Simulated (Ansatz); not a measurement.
# C2H9GaO2Si: basis-set convergence

One table from this session's results is given with a row withheld; the runs are named, their logs left out.

Program: Ansatz 0.2.0, Gaussian basis. Level of theory: one geometry, several basis sets. These are calculated values, not measurements.

The runs, in order: PBE0-D4/def2-SVP; ωB97M-V/def2-SVP; PBE0-D4/def2-QZVPP; ωB97M-V/def2-QZVPP; the functionals' def2-TZVPP values are taken from earlier runs.

### The geometry

The geometry comes from an earlier relaxation with PBE0-D4 in a triple-zeta def2 set; it is a stationary point, not always the lowest conformer.

SMILES `C[O][Ga]([OH])[CH2][SiH3]`, 15 atoms, charge 0, spin multiplicity 1.

Atoms are counted from 1 here; the program's logs count them from 0.

Bond lengths: C1–O2 1.402 Å, C1–H7 1.099 Å, C1–H8 1.098 Å, C1–H9 1.094 Å, O2–Ga3 1.787 Å, Ga3–O4 1.787 Å, Ga3–C5 1.940 Å, O4–H10 0.959 Å, C5–Si6 1.870 Å, C5–H11 1.093 Å, C5–H12 1.093 Å, Si6–H13 1.488 Å, Si6–H14 1.488 Å, Si6–H15 1.488 Å. Angles: O2–C1–H7 112.8°, O2–C1–H8 112.3°, O2–C1–H9 108.8°, H7–C1–H8 107.9°, H7–C1–H9 107.3°, H8–C1–H9 107.5°, C1–O2–Ga3 123.3°, O2–Ga3–O4 117.2°, O2–Ga3–C5 120.7°, O4–Ga3–C5 122.0°, Ga3–O4–H10 114.4°, Ga3–C5–Si6 114.0°, Ga3–C5–H11 108.0°, Ga3–C5–H12 107.8°, Si6–C5–H11 109.2°, Si6–C5–H12 109.2°, H11–C5–H12 108.5°, C5–Si6–H13 110.2° and more.

As a file:

| atom | x (Å) | y (Å) | z (Å) |
| --- | --- | --- | --- |
| C1 | 0.3837 | -2.8638 | 0.0573 |
| O2 | 0.5211 | -1.5564 | 0.5453 |
| Ga3 | 0.4061 | -0.1047 | -0.4897 |
| O4 | 0.0986 | -0.3642 | -2.2312 |
| C5 | 0.5964 | 1.6705 | 0.2681 |
| Si6 | -1.0110 | 2.4238 | 0.8567 |
| H7 | -0.5398 | -3.0078 | -0.5205 |
| H8 | 1.2288 | -3.1620 | -0.5776 |
| H9 | 0.3488 | -3.5540 | 0.9055 |
| H10 | 0.0280 | -1.2859 | -2.4875 |
| H11 | 1.0395 | 2.3173 | -0.4940 |
| H12 | 1.2904 | 1.6016 | 1.1102 |
| H13 | -1.9682 | 2.5433 | -0.2756 |
| H14 | -1.6303 | 1.5638 | 1.9006 |
| H15 | -0.7921 | 3.7784 | 1.4324 |

The first run:

The input, in.yaml:

```yaml
crystal:
  periodic: [false, false, false]
  atoms:
    - {symbol: C, position_ang: [0.383704, -2.863774, 0.057295]}
    - {symbol: O, position_ang: [0.521122, -1.556390, 0.545288]}
    - {symbol: Ga, position_ang: [0.406103, -0.104715, -0.489711]}
    - {symbol: O, position_ang: [0.098596, -0.364168, -2.231224]}
    - {symbol: C, position_ang: [0.596357, 1.670549, 0.268118]}
    - {symbol: Si, position_ang: [-1.010964, 2.423775, 0.856682]}
    - {symbol: H, position_ang: [-0.539801, -3.007843, -0.520538]}
    - {symbol: H, position_ang: [1.228781, -3.161953, -0.577567]}
    - {symbol: H, position_ang: [0.348829, -3.554035, 0.905527]}
    - {symbol: H, position_ang: [0.028017, -1.285897, -2.487521]}
    - {symbol: H, position_ang: [1.039537, 2.317323, -0.493982]}
    - {symbol: H, position_ang: [1.290370, 1.601583, 1.110249]}
    - {symbol: H, position_ang: [-1.968225, 2.543278, -0.275599]}
    - {symbol: H, position_ang: [-1.630344, 1.563845, 1.900595]}
    - {symbol: H, position_ang: [-0.792054, 3.778411, 1.432398]}
basis:
  gaussian: {orbitals: def2-SVP}
hamiltonian: {xc: pbe0, dispersion: d4}
output: {orbitals: {seedname: orbitals}}
```

Launch:

```sh
$ ansatz run in.yaml --threads 2 --pin off --events-out ev --progress --plain --max-ram 22528MiB --backend cpu
```

Steps of the session up to this table: PBE0-D4 in def2-SVP; ωB97M-V in def2-SVP; PBE0-D4 in def2-QZVPP; ωB97M-V in def2-QZVPP.

One of the session's tables, all rows but one given; the rest of the session is left out.

```
functional       basis  HOMO (eV)
   PBE0-D4    def2-SVP      -7.73
   PBE0-D4  def2-TZVPP      -7.86
   PBE0-D4  def2-QZVPP      -7.90
   ωB97M-V    def2-SVP          ?
   ωB97M-V  def2-TZVPP     -10.29
   ωB97M-V  def2-QZVPP     -10.33
```

Estimate the missing values for ωB97M-V, def2-SVP.

**Answer.** HOMO (eV): -10.14. In the column «HOMO (eV)» it lies between ωB97M-V, def2-TZVPP (-10.29) and PBE0-D4, def2-QZVPP (-7.90).
